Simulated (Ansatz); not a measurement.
# AsH3O: small, medium and large basis sets

How large a basis does AsH3O need? Two functionals are run in growing sets.

Program: Ansatz 0.2.0, Gaussian basis. Level of theory: one geometry, several basis sets. These are calculated values, not measurements.

The runs, in order: PBE0-D4/def2-SVP; ωB97M-V/def2-SVP; PBE0-D4/def2-QZVPP; ωB97M-V/def2-QZVPP; the functionals' def2-TZVPP values are taken from earlier runs.

### Step 1. The geometry

An earlier PBE0-D4 in a triple-zeta def2 set relaxation fixed the geometry.

5 atoms, charge 0, spin multiplicity 1.

Atoms are counted from 1 here; the program's logs count them from 0.

Bond lengths: O1–As2 1.802 Å, O1–H3 0.960 Å, As2–H4 1.527 Å, As2–H5 1.528 Å. Angles: As2–O1–H3 107.7°, O1–As2–H4 95.9°, O1–As2–H5 95.9°, H4–As2–H5 91.3°.

### Step 2. PBE0-D4 in def2-SVP

in.yaml

```yaml
crystal:
  periodic: [false, false, false]
  atoms:
    - {symbol: O, position_ang: [0.337979, -0.687178, 0.813294]}
    - {symbol: As, position_ang: [0.032607, 0.173474, -0.739640]}
    - {symbol: H, position_ang: [0.941114, -1.411946, 0.632432]}
    - {symbol: H, position_ang: [-1.482227, 0.270236, -0.569381]}
    - {symbol: H, position_ang: [0.220527, 1.581613, -0.178205]}
basis:
  gaussian: {orbitals: def2-SVP}
hamiltonian: {xc: pbe0, dispersion: d4}
output: {orbitals: {seedname: orbitals}}
```

The run is started by

```console
$ ansatz run in.yaml --threads 2 --pin off --events-out ev --progress --plain --max-ram 4352MiB
```

Output:

```text
Functional definition: PBE0
  name "PBE0"
  cite "Adamo & Barone, J. Chem. Phys. 110, 6158 (1999) doi:10.1063/1.478522"
  cite "Perdew, Burke & Ernzerhof, Phys. Rev. Lett. 77, 3865 (1996) doi:10.1103/PhysRevLett.77.3865"
  parent pbe
  parameter a = 0.25
  parameter kappa = 0.804
  parameter beta = 0.06672455060314922
  exchange = (1 - a)*pbe_x(kappa = kappa, mu = beta*pi^2/3) + a*exact_x
  correlation = pbe_c(beta = beta)
599 factors; integrals over basis functions are off by at most 1.1e-3 eV
mean field evaluation 1: about -62914.5507 eV, gradient 4.5e1 eV
mean field evaluation 2: about -62904.1313 eV, gradient 8.4e1 eV
mean field evaluation 4: about -62917.9920 eV, gradient 1.4e0 eV
mean field evaluation 8: about -62918.0572 eV, gradient 5.6e-2 eV
mean field -62918.05721452 eV, -2312.1959552428 hartree, gradient 3.1e-5 eV, S^2 0.000000; 0 other end points of the search recorded, 0 dependent functions left out
reference -62918.05723132 eV, -2312.1959558599 hartree; 22, 22 occupied and 39, 39 virtual orbitals, 599 factors
Total energy: -62918.10378619 eV, -2312.1976667198 hartree
```

It took 0.7 s on 2 threads of Arm Neoverse V1, shared host.

### Step 3. ωB97M-V in def2-SVP

Changes to in.yaml since step 2:

```diff
@@ -10,3 +10,3 @@
   gaussian: {orbitals: def2-SVP}
-hamiltonian: {xc: pbe0, dispersion: d4}
+hamiltonian: {xc: {name: wB97M-V}}
 output: {orbitals: {seedname: orbitals}}
```

Launched as before.

Output (excerpt; [...] marks lines left out):

```text
Functional definition: wB97M-V
  name "wB97M-V"
  cite "Mardirossian & Head-Gordon, J. Chem. Phys. 144, 214110 (2016) doi:10.1063/1.4952647"
  cite "Becke, J. Chem. Phys. 107, 8554 (1997) doi:10.1063/1.475007"
  cite "Vydrov & Van Voorhis, J. Chem. Phys. 133, 244103 (2010) doi:10.1063/1.3521275"
  # Of w^i u^j: cxij and so on, Table III.
[...]
  gx(w, u) = 1 - cx + cx01*u + cx10*w
  gss(w, u) = css00 + css04*u^4 + css10*w + css20*w^2 + css43*w^4*u^3
  gos(w, u) = cos00 + cos10*w + (cos20 + cos21*u)*w^2 + (cos60 + cos61*u)*w^6
[...]
      + integral(e_c_pw_mod_opposite_spin*gos(b97_w_opposite, b97_u_opposite)) + vv10(b, c)
599 factors; integrals over basis functions are off by at most 1.1e-3 eV
160 factors; integrals over basis functions are off by at most 6.2e-6 eV
[...]
mean field -62923.38684018 eV, -2312.3918153732 hartree, gradient 3.0e-5 eV, S^2 0.000000; 0 other end points of the search recorded, 0 dependent functions left out
reference -62923.38686965 eV, -2312.3918164562 hartree; 22, 22 occupied and 39, 39 virtual orbitals, 599 factors
Total energy: -62923.38686965 eV, -2312.3918164562 hartree
```

It took 3.1 s on 2 threads of Arm Neoverse V1, shared host.

### Step 4. PBE0-D4 in def2-QZVPP

Changes to in.yaml since step 3:

```diff
@@ -9,4 +9,4 @@
 basis:
-  gaussian: {orbitals: def2-SVP}
-hamiltonian: {xc: {name: wB97M-V}}
+  gaussian: {orbitals: "def2-QZVPP.json"}
+hamiltonian: {xc: pbe0, dispersion: d4}
 output: {orbitals: {seedname: orbitals}}
```

The command is unchanged.

Output:

```text
Functional definition: PBE0
  name "PBE0"
  cite "Adamo & Barone, J. Chem. Phys. 110, 6158 (1999) doi:10.1063/1.478522"
  cite "Perdew, Burke & Ernzerhof, Phys. Rev. Lett. 77, 3865 (1996) doi:10.1103/PhysRevLett.77.3865"
  parent pbe
  parameter a = 0.25
  parameter kappa = 0.804
  parameter beta = 0.06672455060314922
  exchange = (1 - a)*pbe_x(kappa = kappa, mu = beta*pi^2/3) + a*exact_x
  correlation = pbe_c(beta = beta)
932 factors; their error is unknown
mean field evaluation 1: about -62925.3104 eV, gradient 5.3e1 eV
mean field evaluation 2: about -62909.3111 eV, gradient 1.0e2 eV
mean field evaluation 4: about -62929.6713 eV, gradient 2.7e0 eV
mean field evaluation 8: about -62929.8228 eV, gradient 8.7e-2 eV
mean field -62929.82285305 eV, -2312.6283344838 hartree, gradient 2.9e-5 eV, S^2 0.000000; 0 other end points of the search recorded, 0 dependent functions left out
reference -62929.82288051 eV, -2312.6283354929 hartree; 22, 22 occupied and 214, 214 virtual orbitals, 932 factors
Total energy: -62929.86943538 eV, -2312.6300463528 hartree
```

Run time: 3.3 s. Hardware: 2 threads of Arm Neoverse V1, shared host; peak memory 0.5 GiB.

### Step 5. ωB97M-V in def2-QZVPP

Changes to in.yaml since step 4:

```diff
@@ -10,3 +10,3 @@
   gaussian: {orbitals: "def2-QZVPP.json"}
-hamiltonian: {xc: pbe0, dispersion: d4}
+hamiltonian: {xc: {name: wB97M-V}}
 output: {orbitals: {seedname: orbitals}}
```

Same command.

Output (excerpt; [...] marks lines left out):

```text
Functional definition: wB97M-V
  name "wB97M-V"
  cite "Mardirossian & Head-Gordon, J. Chem. Phys. 144, 214110 (2016) doi:10.1063/1.4952647"
  cite "Becke, J. Chem. Phys. 107, 8554 (1997) doi:10.1063/1.475007"
  cite "Vydrov & Van Voorhis, J. Chem. Phys. 133, 244103 (2010) doi:10.1063/1.3521275"
  # Of w^i u^j: cxij and so on, Table III.
[...]
  gx(w, u) = 1 - cx + cx01*u + cx10*w
  gss(w, u) = css00 + css04*u^4 + css10*w + css20*w^2 + css43*w^4*u^3
  gos(w, u) = cos00 + cos10*w + (cos20 + cos21*u)*w^2 + (cos60 + cos61*u)*w^6
[...]
      + integral(e_c_pw_mod_opposite_spin*gos(b97_w_opposite, b97_u_opposite)) + vv10(b, c)
895 factors; their error is unknown
197 factors; integrals over basis functions are off by at most 8.4e-6 eV
[...]
mean field -62935.18184727 eV, -2312.8252738886 hartree, gradient 7.1e-5 eV, S^2 0.000000; 0 other end points of the search recorded, 0 dependent functions left out
reference -62935.18189041 eV, -2312.8252754739 hartree; 22, 22 occupied and 214, 214 virtual orbitals, 895 factors
Total energy: -62935.18189041 eV, -2312.8252754739 hartree
```

Wall time 9 s (2 threads of Arm Neoverse V1, shared host); peak memory 0.6 GiB.

### Step 6. Density functionals: the series

The def2-TZVPP values come from earlier runs at the same geometry.

| functional | basis | functions | energy (eV) | from the largest (eV) | HOMO (eV) | LUMO (eV) |
| --- | --- | --- | --- | --- | --- | --- |
| PBE0-D4 | def2-SVP | 61 | -62918.1038 | 11.766 | -7.40 | -0.14 |
| PBE0-D4 | def2-TZVPP | 121 | -62928.4087 | 1.461 | -7.52 | -0.49 |
| PBE0-D4 | def2-QZVPP | 236 | -62929.8694 | 0.000 | -7.59 | -0.70 |
| ωB97M-V | def2-SVP | 61 | -62923.3869 | 11.795 | -9.58 | 1.90 |
| ωB97M-V | def2-TZVPP | 121 | -62933.7531 | 1.429 | -9.72 | 1.39 |
| ωB97M-V | def2-QZVPP | 236 | -62935.1819 | 0.000 | -9.79 | 1.01 |

### Step 7. Outcome

| quantity | value |
| --- | --- |
| PBE0-D4: double and triple zeta above quadruple | 11.77, 1.46 eV |
| ωB97M-V: double and triple zeta above quadruple | 11.80, 1.43 eV |

In words: PBE0-D4 gains 10.30 eV from double to triple zeta, then 1.46 eV more. Total energies overstate the basis error of differences, where much of it tends to cancel. The LUMO of ωB97M-V is positive and keeps falling with the basis (1.90 to 1.01 eV): an unbound level that the basis holds in place.

For PBE0-D4 the largest set took about 5 times as long as the smallest (3.3 s against 0.7 s).
